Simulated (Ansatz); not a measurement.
Write the native input for Ansatz 0.2.0 that does the following.

```yaml
Task: single point
Functional: PBEsol
Potentials_or_basis: Ansatz PAW
Cutoff: "420 eV (not typed: the program's choice for these potentials)"
k_mesh: 5 × 5 × 5
Occupations: fermi-dirac, width 0.05 eV
Spin: collinear spin, ferromagnetic start
Starting_moments: "[8.0, 8.0, 8.0, 8.0, 0.0, 0.0, 0.0, 0.0, 0.0, 0.0, 0.0, 0.0] μB"
Fixed_moment: 32 μB
```

The system is MnO2.

```
CELL_PARAMETERS angstrom
0.00000 4.01999 4.01999
4.01999 0.00000 4.01999
4.01999 4.01999 0.00000
ATOMIC_POSITIONS crystal
Mn 0.12500 0.12500 0.12500
Mn 0.12500 0.12500 0.62500
Mn 0.62500 0.12500 0.12500
Mn 0.12500 0.62500 0.12500
O 0.36095 0.36095 0.36095
O 0.36095 0.36095 0.91714
O 0.91714 0.36095 0.36095
O 0.36095 0.91714 0.36095
O 0.88905 0.88905 0.33286
O 0.88905 0.88905 0.88905
O 0.88905 0.33286 0.88905
O 0.33286 0.88905 0.88905
```

The cell is a database's computed one.

One way to write it, as run:

input.yaml

```yaml
crystal:
  lattice:
    - [0.0, 4.0199925062, 4.0199925062]
    - [4.0199925062, 0.0, 4.0199925062]
    - [4.0199925062, 4.0199925062, 0.0]
  atoms:
    - { symbol: Mn, position: [0.125, 0.125, 0.125], spin: 8.0 }
    - { symbol: Mn, position: [0.125, 0.125, 0.625], spin: 8.0 }
    - { symbol: Mn, position: [0.625, 0.125, 0.125], spin: 8.0 }
    - { symbol: Mn, position: [0.125, 0.625, 0.125], spin: 8.0 }
    - { symbol: O, position: [0.3609537633, 0.3609537633, 0.3609537633] }
    - { symbol: O, position: [0.3609537633, 0.3609537633, 0.91713871] }
    - { symbol: O, position: [0.91713871, 0.3609537633, 0.3609537633] }
    - { symbol: O, position: [0.3609537633, 0.91713871, 0.3609537633] }
    - { symbol: O, position: [0.8890462367, 0.8890462367, 0.33286129] }
    - { symbol: O, position: [0.8890462367, 0.8890462367, 0.8890462367] }
    - { symbol: O, position: [0.8890462367, 0.33286129, 0.8890462367] }
    - { symbol: O, position: [0.33286129, 0.8890462367, 0.8890462367] }
hamiltonian:
  xc: pbesol
  pseudopotentials: { kind: paw }
magnetization:
  spin_polarized: true
  initial_magnetization: 32.0
  spin_locking: { lock_magnetization: hard }
kpoints:
  mp_grid: { grid: [5, 5, 5] }
scf:
  occupations: { method: fermi_dirac, width: 0.05 }
  lower_state_search: "off"
output:
  forces: true
  stress: true
  eigenvalues: true
  write_density: true
  write_potential: true
  elf: true
  volumetric_format: npy
```

Potentials or basis: Ansatz PAW.

Command:

```sh
$ ansatz run input.yaml --threads 4 --pin off --max-ram 11264MiB --backend cpu --events-out ev --progress --plain --runs-dir out
```

It gave:

```yaml
Pressure: 93.9 GPa
Largest_force: 4.248 eV/Å
Net_moment: 32.00 μB per cell
Absolute_moment: 32.00 μB per cell
Site_moments: Mn +3.83; O +1.33 μB
```

Caveat: a pressure of tens of GPa on the cell as given is suspect, and the run, the potentials or the cell itself is likely at fault; the pressure holds a Pulay correction of +0.8 GPa for the finite cutoff; the total moment is fixed, so each spin has its own Fermi level; only a ferromagnetic start was run, and an antiferromagnetic order may lie lower in energy; the PAW data sets come from PBE, with cores solved anew for the run's functional, which leaves a small shift of forces and pressure; forces of over 1 eV/Å show positions far from the minimum, so gaps and moduli don't describe the material at rest; the thresholds are loose for stress.

It took 7 s on 4 threads of Arm Neoverse V2 (shared host), peak memory 0.53 GiB.
